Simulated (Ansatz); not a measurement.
**CH6ClSbSi: basis-set convergence**

An exercise on one series of results from a longer session: the logs are not shown, and one member is left open.

The runs use Ansatz 0.2.0, Gaussian basis; one geometry, several basis sets.

The runs, in order: PBE0-D4/def2-SVP; ωB97M-V/def2-SVP; PBE0-D4/def2-QZVPP; ωB97M-V/def2-QZVPP; the functionals' def2-TZVPP values are taken from earlier runs.

### Structure used throughout

The geometry comes from an earlier relaxation with PBE0-D4 in a triple-zeta def2 set; it is a stationary point, not always the lowest conformer. Sb takes the def2 core potential; no spin-orbit term is included.

SMILES `C[SiH](Cl)[SbH2]`, 10 atoms, charge 0, spin multiplicity 1.

Atoms are counted from 1 here; the program's logs count them from 0.

Bond lengths: C1–Si2 1.861 Å, C1–H5 1.093 Å, C1–H6 1.093 Å, C1–H7 1.091 Å, Si2–Cl3 2.071 Å, Si2–Sb4 2.573 Å, Si2–H8 1.487 Å, Sb4–H9 1.712 Å, Sb4–H10 1.710 Å. Angles: Si2–C1–H5 110.4°, Si2–C1–H6 109.8°, Si2–C1–H7 110.6°, H5–C1–H6 108.8°, H5–C1–H7 108.7°, H6–C1–H7 108.4°, C1–Si2–Cl3 108.6°, C1–Si2–Sb4 114.7°, C1–Si2–H8 110.6°, Cl3–Si2–Sb4 107.1°, Cl3–Si2–H8 106.4°, Sb4–Si2–H8 109.0°, Si2–Sb4–H9 89.8°, Si2–Sb4–H10 89.9°, H9–Sb4–H10 91.2°.

Geometry (Å):

```xyz
10
charge 0, multiplicity 1
C    -0.8967   -0.1881   -1.0230
Si    0.1282   -0.7876    0.4104
Cl    1.4901   -2.1832   -0.2883
Sb    1.4754    1.0458    1.6114
H    -1.4123   -1.0257   -1.4992
H    -1.6423    0.5296   -0.6715
H    -0.2671    0.3043   -1.7663
H    -0.7234   -1.4922    1.4049
H     0.0611    2.0042    1.7238
H     1.8701    1.7419    0.1007
```

The first run:

The input, in.yaml:

```yaml
crystal:
  periodic: [false, false, false]
  atoms:
    - {symbol: C, position_ang: [-0.896718, -0.188125, -1.023040]}
    - {symbol: Si, position_ang: [0.128180, -0.787597, 0.410444]}
    - {symbol: Cl, position_ang: [1.490140, -2.183200, -0.288255]}
    - {symbol: Sb, position_ang: [1.475359, 1.045779, 1.611381]}
    - {symbol: H, position_ang: [-1.412339, -1.025726, -1.499167]}
    - {symbol: H, position_ang: [-1.642285, 0.529639, -0.671468]}
    - {symbol: H, position_ang: [-0.267062, 0.304272, -1.766250]}
    - {symbol: H, position_ang: [-0.723436, -1.492224, 1.404934]}
    - {symbol: H, position_ang: [0.061104, 2.004210, 1.723819]}
    - {symbol: H, position_ang: [1.870057, 1.741872, 0.100702]}
basis:
  gaussian: {orbitals: def2-SVP}
hamiltonian: {xc: pbe0, dispersion: d4}
output: {orbitals: {seedname: orbitals}}
```

Command:

```
$ ansatz run in.yaml --threads 4 --pin off --events-out ev --progress --plain --max-ram 10444MiB
```

Steps of the session up to this table: PBE0-D4 in def2-SVP; ωB97M-V in def2-SVP; PBE0-D4 in def2-QZVPP; ωB97M-V in def2-QZVPP.

One table of the session follows, with a row left open; its other results are not shown here.

It belongs to the step «Functionals by basis». 

| functional | basis | HOMO (eV) | LUMO (eV) |
| --- | --- | --- | --- |
| PBE0-D4 | def2-SVP | -7.15 | -0.23 |
| PBE0-D4 | def2-TZVPP | -7.20 | -0.43 |
| PBE0-D4 | def2-QZVPP | -7.22 | -0.51 |
| ωB97M-V | def2-SVP | -9.10 | 1.59 |
| ωB97M-V | def2-TZVPP | -9.17 | 1.18 |
| ωB97M-V | def2-QZVPP | ? | ? |

Q: Estimate the row for ωB97M-V, def2-QZVPP from the others.

The run gave: HOMO (eV): -9.19; LUMO (eV): 1.00. In the column «HOMO (eV)» it is the lowest.
